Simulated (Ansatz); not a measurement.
# BClF2H5NSi: the cost of one run

Method: RKS BLYP-D4/def2-SVP, in Ansatz 0.2.0.

## (1) The structure to begin with

Bond lengths: B1–Cl2 2.210 Å, B1–F3 1.320 Å, B1–F4 1.320 Å, B1–N5 1.850 Å, N5–H6 1.060 Å, Cl2–Si7 2.419 Å, N5–Si7 1.820 Å, Si7–H8 1.460 Å, Si7–H9 1.460 Å, Si7–H10 1.460 Å, Cl2–H11 1.382 Å, N5–H11 1.175 Å, Si7–H11 1.410 Å. Angles (14 of 33 angles, heavy atoms first): B1–Cl2–Si7 86.6°, Cl2–B1–F3 120.0°, Cl2–B1–F4 120.0°, Cl2–B1–N5 71.6°, F3–B1–F4 120.0°, F3–B1–N5 97.0°, F4–B1–N5 101.2°, B1–N5–Si7 120.0°, Cl2–Si7–N5 67.0°, B1–Cl2–H11 66.1°, Si7–Cl2–H11 30.3°, B1–N5–H6 120.0°, B1–N5–H11 83.6°, H6–N5–Si7 120.0°.

As a file:

```xyz
11

B     0.0000    0.0000    0.0000
Cl    0.0000    0.0000    2.2100
F     1.1431    0.0000   -0.6600
F    -1.1431    0.0000   -0.6600
N     0.0773   -1.7539    0.5833
H    -0.4410   -2.5119    0.0539
Si    1.0434   -2.1779    2.0663
H     1.2276   -3.6248    2.1308
H     2.3474   -1.5244    2.0018
H     0.3313   -1.7252    3.2578
H     0.0556   -1.2621    1.6502
```

## (2) A restrained relaxation towards end A

Springs on the bonds that form and break draw the guess towards this end; the thresholds are loose.

Input file input.yaml:

```yaml
crystal:
  periodic: [false, false, false]
  atoms:
    - { symbol: B, position_ang: [0.0, 0.0, 0.0] }
    - { symbol: Cl, position_ang: [0.0, 0.0, 2.21] }
    - { symbol: F, position_ang: [1.1431, 0.0, -0.66] }
    - { symbol: F, position_ang: [-1.1431, 0.0, -0.66] }
    - { symbol: "N", position_ang: [0.0773, -1.7539, 0.5833] }
    - { symbol: H, position_ang: [-0.441, -2.5119, 0.0539] }
    - { symbol: Si, position_ang: [1.0434, -2.1779, 2.0663] }
    - { symbol: H, position_ang: [1.2276, -3.6248, 2.1308] }
    - { symbol: H, position_ang: [2.3474, -1.5244, 2.0018] }
    - { symbol: H, position_ang: [0.3313, -1.7252, 3.2578] }
    - { symbol: H, position_ang: [0.0556, -1.2621, 1.6502] }
basis:
  gaussian: { orbitals: def2-SVP }
hamiltonian:
  xc: blyp
  dispersion: d4
relax:
  f_tol: 0.15
  max_steps: 25
  restrain:
    - { distance: [0, 4], at: 2.75, k: 30.0 }
    - { distance: [10, 1], at: 2.57, k: 30.0 }
    - { distance: [0, 1], at: 1.86, k: 30.0 }
    - { distance: [10, 4], at: 1.06, k: 30.0 }
output:
  orbitals: {}
```

Run with:

```sh
> ansatz run input.yaml --threads 4 --pin off --max-ram 5120MiB --backend cpu --events-out ev --progress --plain --runs-dir out
```

Q: Estimate wall time and peak memory on 4 threads of Intel Xeon 6975P-C (Granite Rapids), shared host.

About 15 s, with a peak of 0.21 GiB.
